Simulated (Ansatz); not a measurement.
**BClF₂: up Jacob's ladder to CCSD(T)**

How much do the methods differ for BClF₂? The plan is to run it at one geometry with functionals of several rungs and with coupled cluster, and see how far each lands from CCSD(T) at the basis-set limit for the atomisation energy.

Program: Ansatz 0.2.0, Gaussian basis. Level of theory: functionals in def2-TZVPP, the program's frozen cores in correlated methods. These are calculated values, not measurements.

The runs, in order: LDA (SPW92), PBE-D4, revPBE-D4, BLYP-D4, r2SCAN-D4, B97M-V, PBE0-D4, B3LYP-D4, r2SCANh-D4, r2SCAN0-D4, HSE06-D4, BHLYP-D4, CAM-B3LYP-D4, LC-ωPBE, ωB97X-V, ωB97M-V, B2PLYP, PBE-QIDH; CCSD(T)/def2-SVP; CCSD(T)/def2-TZVPP; CCSD(T)/def2-QZVPP; extrapolation to the limit; RPA on PBE.

## Step 1: The relaxed structure

An earlier PBE0-D4 in a triple-zeta def2 set relaxation fixed the geometry.

SMILES `FB(F)Cl`, 4 atoms, charge 0, spin multiplicity 1.

Atoms are counted from 1 here; the program's logs count them from 0.

Bond lengths: F1–B2 1.310 Å, B2–F3 1.310 Å, B2–Cl4 1.740 Å. Angles: F1–B2–F3 119.0°, F1–B2–Cl4 120.5°, F3–B2–Cl4 120.5°.

As a file:

```mol
BClF2
  3D, bonds by distance, orders not assigned

  4  3  0  0  0  0  0  0  0  0999 V2000
   -0.1737   -1.2543   -0.5463 F   0  0
   -0.0671   -0.0413   -0.0620 B   0  0
   -1.0116    0.8301   -0.3177 F   0  0
    1.3079    0.4053    0.9057 Cl  0  0
  1  2  8  0
  2  3  8  0
  2  4  8  0
M  END
```

## Step 2: LDA

This LDA is Slater exchange with PW92 correlation.

Contents of in.yaml:

```yaml
crystal:
  periodic: [false, false, false]
  atoms:
    - {symbol: F, position_ang: [-0.173739, -1.254302, -0.546251]}
    - {symbol: B, position_ang: [-0.067061, -0.041341, -0.062036]}
    - {symbol: F, position_ang: [-1.011647, 0.830149, -0.317738]}
    - {symbol: Cl, position_ang: [1.307946, 0.405294, 0.905724]}
basis:
  gaussian: {orbitals: def2-TZVPP}
hamiltonian: {xc: lda}
output: {orbitals: {seedname: orbitals}}
```

Launch:

```console
$ ansatz run in.yaml --threads 2 --pin off --events-out ev --progress --plain --max-ram 32768MiB --backend cpu
```

Further steps of the session: PBE-D4 (GGA); revPBE-D4 (GGA); BLYP-D4 (GGA); r2SCAN-D4 (meta-GGA); B97M-V (meta-GGA); PBE0-D4 (hybrid); B3LYP-D4 (hybrid); r2SCANh-D4 (hybrid); r2SCAN0-D4 (hybrid); HSE06-D4 (hybrid); BHLYP-D4 (hybrid); CAM-B3LYP-D4 (range-separated); LC-ωPBE (range-separated); ωB97X-V (range-separated); ωB97M-V (range-separated); B2PLYP (double hybrid); PBE-QIDH (double hybrid); CCSD(T) in def2-SVP; CCSD(T) in def2-TZVPP; CCSD(T) in def2-QZVPP; RPA on PBE orbitals.

Before running them: what should the planned runs give, taken together? Wanted: atomisation energy, CCSD(T)/CBS; farthest beyond LDA; mean size of error, GGA; mean size of error, meta-GGA; mean size of error, hybrid; mean size of error, range-separated; mean size of error, double hybrid; gap, smallest and largest; T1 diagnostic.

The runs gave:

| quantity | value |
| --- | --- |
| atomisation energy, CCSD(T)/CBS | 18.197 eV |
| functionals within 0.091 eV (0.5 %) | revPBE-D4, BLYP-D4, PBE0-D4, r2SCANh-D4, ωB97X-V, PBE-QIDH |
| farthest beyond LDA | BHLYP-D4 (-0.847 eV) |
| mean size of error, GGA | 0.234 eV |
| mean size of error, meta-GGA | 0.256 eV |
| mean size of error, hybrid | 0.244 eV |
| mean size of error, range-separated | 0.093 eV |
| mean size of error, double hybrid | 0.071 eV |
| gap, smallest and largest | 6.91 eV (LDA (SPW92)), 15.04 eV (LC-ωPBE) |
| T1 diagnostic | 0.0119 |
| triples share of the correlation energy | 3.2 % |

What this shows: The LDA atomisation energy is off by 3.167 eV (17 %): it overbinds. PBE-D4 misses by +0.645 eV. Double hybrids carry the basis error of their MP2 part in triple zeta, and no dispersion term here, so their miss is partly the set-up's. By mean error the best rung here is double hybrid (0.071 eV) and the worst beyond LDA is meta-GGA (0.256 eV). The gap between the best rungs is small, so their order is not settled. RPA and LDA stand outside this count. Misses under about 0.091 eV are within the doubt on the reference itself, which lacks core-valence correlation, relativity and higher excitations. Hartree-Fock recovers 77 % of the binding; the rest is correlation. CCSD(T) in def2-SVP is off by -0.706 eV, more than most functionals: a good method in a small basis is no reference. Orbital gaps span 6.9 to 15.0 eV; exact exchange widens them.
